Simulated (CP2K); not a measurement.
**HPbNO4 under changes of volume**

One of the cells (17.650 Å³/atom); the others are scaled copies at fixed shape and fractional positions:

```
H Pb N O
1.0
     3.85778    0.00000    0.00000
    -0.04303    5.53506    0.00000
    -0.41973   -1.73538    5.78618
H Pb N O
1 1 1 4
Direct
  0.10913 0.65718 0.54463
  0.61029 0.52127 0.15100
  0.91580 0.96263 0.95867
  0.01384 0.13639 0.88084
  0.72398 0.01057 0.12858
  0.00389 0.73732 0.87043
  0.11927 0.59324 0.37651
```

The cell was built by a generator and needn't be a form met in nature.

- Program: CP2K 2026.2
- Functional: PBE
- Potentials or basis: POTENTIAL_UZH H GTH-PBE-q1, Pb GTH-PBE-q4, N GTH-PBE-q5, O GTH-PBE-q6; TZVP-MOLOPT-PBE-GTH basis
- Density cutoff: 8163 eV
- k mesh: 7 × 5 × 5
- Occupations: fermi-dirac, width 0.05 eV
- Spin: no spin polarisation

| volume (Å³/atom) | energy over the lowest point (meV/atom) | pressure (GPa) | gap on the mesh (eV) |
| --- | --- | --- | --- |
| 16.591 | 28.34 | 7.0 | 3.18 |
| 16.944 | 15.07 | 5.0 | 3.16 |
| 17.297 | 6.22 | 3.1 | 3.14 |
| 17.650 | ? | ? | ? |
| 18.003 | 0.00 | -0.1 | 3.10 |
| 18.356 | 1.69 | -1.4 | 3.07 |
| 18.709 | 6.19 | -2.6 | 3.05 |

**Question.** What does the run at 17.650 Å³/atom give?

**Answer.** Energy over the lowest point 1.24 meV/atom; pressure 1.4 GPa; gap on the mesh 3.12 eV.

Worked out: A Birch-Murnaghan fit of order 3 (a polynomial in V^(-2/3)) to the other rows has its minimum at 17.98 Å³/atom with B0 = V·E''(V) = 72 GPa and B' = 5.1 at fixed shape and positions, which overstates the stiffness. It gives 1.36 meV/atom at 17.650 Å³/atom, against the run's 1.24, and -dE/dV = 1.4 GPa, against 1.4. A straight line through the other rows of the gap, of slope -1.09 eV per unit of ln V, gives 3.12 eV, against the run's 3.12.

Energies are extrapolated to zero smearing.

Caveats: spin-orbit coupling is left out, which as a rule narrows the gap of such compounds by several tenths of an eV; an odd mesh through Γ misses points on the zone boundary, where band edges often lie; the basis of atomic orbitals isn't converged, which shifts pressures, moduli and gaps; forces of over 1 eV/Å show positions far from the minimum, so gaps and moduli don't describe the material at rest (some runs).
